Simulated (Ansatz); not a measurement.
# CH7NOSSi2: the cost of one run

All numbers below are computed with Ansatz 0.2.0 (RKS B3LYP-D4/STO-3G).

## (1) The structure to begin with

Bond lengths: O1–C2 1.371 Å, C2–S3 1.695 Å, S3–Si4 2.109 Å, C2–N5 1.422 Å, C2–Si6 1.877 Å, N5–Si6 1.679 Å, O1–H7 1.006 Å, Si4–H8 1.516 Å, Si4–H9 1.434 Å, Si4–H10 1.459 Å, N5–H11 1.027 Å, Si6–H12 1.502 Å, Si6–H13 1.520 Å. Angles (14 of 23 angles, heavy atoms first): O1–C2–S3 113.7°, O1–C2–N5 113.2°, O1–C2–Si6 121.9°, S3–C2–N5 114.0°, S3–C2–Si6 121.3°, N5–C2–Si6 59.3°, C2–S3–Si4 105.7°, C2–N5–Si6 74.0°, C2–Si6–N5 46.7°, C2–O1–H7 107.3°, S3–Si4–H8 107.8°, S3–Si4–H9 108.3°, S3–Si4–H10 111.3°, C2–N5–H11 109.0°.

As a file:

```xyz
13

O    -1.6572    0.4929    0.4714
C    -0.2880    0.5058    0.4060
S     0.4349   -0.9117    0.9914
Si   -0.0269   -2.4121   -0.4167
N     0.2871    1.7026    0.9160
Si    0.6411    1.6803   -0.7256
H    -1.9317    1.1867    1.1464
H    -1.5084   -2.7140   -0.3027
H     0.2136   -1.8870   -1.7294
H     0.7048   -3.6440   -0.1391
H     1.1129    1.4632    1.4777
H     2.1426    1.6384   -0.7598
H    -0.1042    2.8642   -1.3209
```

## (2) End point A

File input.yaml:

```yaml
crystal:
  periodic: [false, false, false]
  atoms:
    - { symbol: O, position_ang: [-1.6572, 0.4929, 0.4714] }
    - { symbol: C, position_ang: [-0.288, 0.5058, 0.406] }
    - { symbol: S, position_ang: [0.4349, -0.9117, 0.9914] }
    - { symbol: Si, position_ang: [-0.0269, -2.4121, -0.4167] }
    - { symbol: "N", position_ang: [0.2871, 1.7026, 0.916] }
    - { symbol: Si, position_ang: [0.6411, 1.6803, -0.7256] }
    - { symbol: H, position_ang: [-1.9317, 1.1867, 1.1464] }
    - { symbol: H, position_ang: [-1.5084, -2.714, -0.3027] }
    - { symbol: H, position_ang: [0.2136, -1.887, -1.7294] }
    - { symbol: H, position_ang: [0.7048, -3.644, -0.1391] }
    - { symbol: H, position_ang: [1.1129, 1.4632, 1.4777] }
    - { symbol: H, position_ang: [2.1426, 1.6384, -0.7598] }
    - { symbol: H, position_ang: [-0.1042, 2.8642, -1.3209] }
basis:
  gaussian: { orbitals: STO-3G }
hamiltonian:
  xc: b3lyp
  dispersion: d4
relax:
  f_tol: 0.015
  max_steps: 40
output:
  orbitals: {}
```

Started as:

```sh
$ ansatz run input.yaml --threads 1 --pin off --max-ram 2048MiB --backend cpu --events-out ev --progress --plain --runs-dir out
```

Q: Estimate wall time and peak memory on 1 thread of Arm Neoverse V2, shared host.

About 58 s, with a peak of 0.18 GiB.
